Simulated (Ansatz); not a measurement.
# GePHF+ (triplet): the correlation ladder, cc-pVDZ

An exercise on one series of results from a longer session: the logs are not shown, and one member is left open.

Computed with Ansatz 0.2.0, Gaussian basis. Level: cc-pVDZ, core rule «outside noble gas», up to 20 orbitals frozen.

The runs, in order: UHF; CCSD(T) on ROHF; CCSD(T) on UHF; BCCD(T) on ROHF; CISD as a restricted active space (open shells left free, so some higher excitations enter); CCSDT(Q) on ROHF; CCSDT(Q) on UHF.

7 further runs of the same task are left out: 2 for a known fault of the program, 5 set aside as unsound or not needed. Runs told in other sessions of the task aren't counted.

## The system

The geometry is a PBE0/def2-TZVP stationary point (not a proven minimum) of the parent state, kept for this charge and spin. No spin-orbit coupling is included. The filled d shell of Ge may be among the frozen orbitals whatever the setting's name suggests.

4 atoms, charge 1, spin multiplicity 3.

Atoms are counted from 1 here; the program's logs count them from 0.

Bond lengths: F1–P2 1.596 Å, P2–Ge3 2.389 Å, P2–H4 1.429 Å. Angles: F1–P2–Ge3 110.6°, F1–P2–H4 95.9°, Ge3–P2–H4 103.3°.

The first run:

File in.yaml:

```yaml
crystal:
  periodic: [false, false, false]
  atoms:
    - {symbol: F, position_ang: [-0.049212, -0.722728, 2.144704]}
    - {symbol: P, position_ang: [0.111557, 0.559116, 1.206925]}
    - {symbol: Ge, position_ang: [-0.018267, -0.064643, -1.096029]}
    - {symbol: H, position_ang: [-1.184045, 1.099712, 1.474900]}
basis:
  gaussian: {orbitals: cc-pVDZ}
total_charge: 1
magnetization: {spin_polarized: true, initial_magnetization: 2}
hamiltonian: {xc: hf}
output: {orbitals: {seedname: orbitals}}
```

Run with:

```
$ ansatz run in.yaml --threads 1 --pin off --events-out ev --progress --plain --max-ram 4096MiB --backend cpu
```

Steps of the session up to this table: UHF; CCSD(T) on ROHF; CCSD(T) on UHF; BCCD(T) on ROHF; CISD as a restricted active space (open shells left free, so some higher excitations enter); CCSDT(Q) on ROHF; CCSDT(Q) on UHF.

One of the session's tables, all rows but one given; the rest of the session is left out.

```
   method  from UCCSDT(Q) (kJ/mol)
     ROHF                  +1020.1
      UHF                   +997.0
     RMP2                   +119.1
     UMP2                   +122.3
     CISD                   +137.8
    RCCSD                    +33.7
    UCCSD                    +32.8
 RCCSD(T)                     +7.0
 UCCSD(T)                        ?
  BCCD(T)                     +6.5
   RCCSDT                     +3.1
   UCCSDT                     +2.5
RCCSDT(Q)                     +0.9
UCCSDT(Q)                        0
```

**Question.** Estimate the row for UCCSD(T).

The run gave: from UCCSDT(Q) (kJ/mol): +6.7. In the column «from UCCSDT(Q) (kJ/mol)» it lies between BCCD(T) (+6.5) and RCCSD(T) (+7.0).

Limits of these values: Restricted and unrestricted rows rest on different reference determinants; a gap between their highest levels can come from leftover correlation error, from unlike frozen cores or from another state.
